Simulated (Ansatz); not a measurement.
**CH3BOS (SMILES OB1CS1): one structure at several levels**

One table from this session's results is given with a row withheld; the runs are named, their logs left out.

Computed with Ansatz 0.2.0, Gaussian basis. Level: single points in def2-TZVPP.

Correlated methods freeze the cores.

1 further run of the same task is left out (it didn't finish).

### Where the work starts

SMILES `OB1CS1`, 7 atoms, charge 0, spin multiplicity 1.

Atoms are counted from 1 here; the program's logs count them from 0.

Bond lengths: O1–B2 1.292 Å, O1–H5 0.947 Å, B2–C3 1.441 Å, B2–S4 1.790 Å, C3–S4 1.844 Å, C3–H6 1.165 Å, C3–H7 1.162 Å. Angles: B2–O1–H5 133.8°, O1–B2–C3 155.6°, O1–B2–S4 135.3°, C3–B2–S4 68.6°, B2–C3–S4 64.7°, B2–C3–H6 130.9°, B2–C3–H7 111.4°, S4–C3–H6 116.9°, S4–C3–H7 113.8°, H6–C3–H7 111.0°, B2–S4–C3 46.7°.

Geometry (Å):

```xyz
7
CH3BOS
O    -1.0654    1.1351   -0.7192
B    -0.2862    0.2292   -0.2268
C     0.8314   -0.2686    0.5349
S    -0.3546   -1.5510   -0.0554
H    -1.9271    1.1154   -1.1108
H     1.0494   -0.2385    1.6790
H     1.8173   -0.2236   -0.0789
```

The first run:

Contents of run/in.yaml:

```yaml
crystal:
  periodic: [false, false, false]
  atoms:
    - {symbol: O, position_ang: [-1.065373, 1.135109, -0.719216]}
    - {symbol: B, position_ang: [-0.286233, 0.229170, -0.226766]}
    - {symbol: C, position_ang: [0.831371, -0.268600, 0.534904]}
    - {symbol: S, position_ang: [-0.354602, -1.551012, -0.055367]}
    - {symbol: H, position_ang: [-1.927075, 1.115368, -1.110802]}
    - {symbol: H, position_ang: [1.049428, -0.238468, 1.679017]}
    - {symbol: H, position_ang: [1.817287, -0.223617, -0.078851]}
basis:
  gaussian: {orbitals: def2-TZVPP}
hamiltonian: {xc: pbe, dispersion: d4}
output: {forces: true}
```

Launch:

```sh
$ ansatz run in.yaml --threads 2 --pin off --events-out ev --progress --plain --max-ram 3481MiB
```

Steps of the session up to this table: PBE-D4/def2-TZVPP; r2SCAN-D4/def2-TZVPP; PBE0-D4/def2-TZVPP; wB97M-V/def2-TZVPP; CCSD(T)/def2-TZVPP.

One of the session's tables, all rows but one given; the rest of the session is left out.

| method | RMS force component (eV/Å) | angle to CCSD(T) forces (°) | dipole (D) |
| --- | --- | --- | --- |
| PBE-D4 | ? | ? | ? |
| r2SCAN-D4 | 1.559 | 2.8 | 1.82 |
| PBE0-D4 | 1.565 | 4.7 | 1.77 |
| wB97M-V | 1.601 | 3.3 | 1.79 |
| CCSD(T) | 1.715 | reference | 1.73 |

Estimate the missing values for PBE-D4.

**Answer.** RMS force component (eV/Å): 1.551; angle to CCSD(T) forces (°): 5.6; dipole (D): 1.75. In the column «RMS force component (eV/Å)» it is the lowest.

Caveats from the session: CCSD(T) in triple zeta still lacks some correlation energy of the bonds, so part of these gaps is its own basis error and they don't rank the functionals.
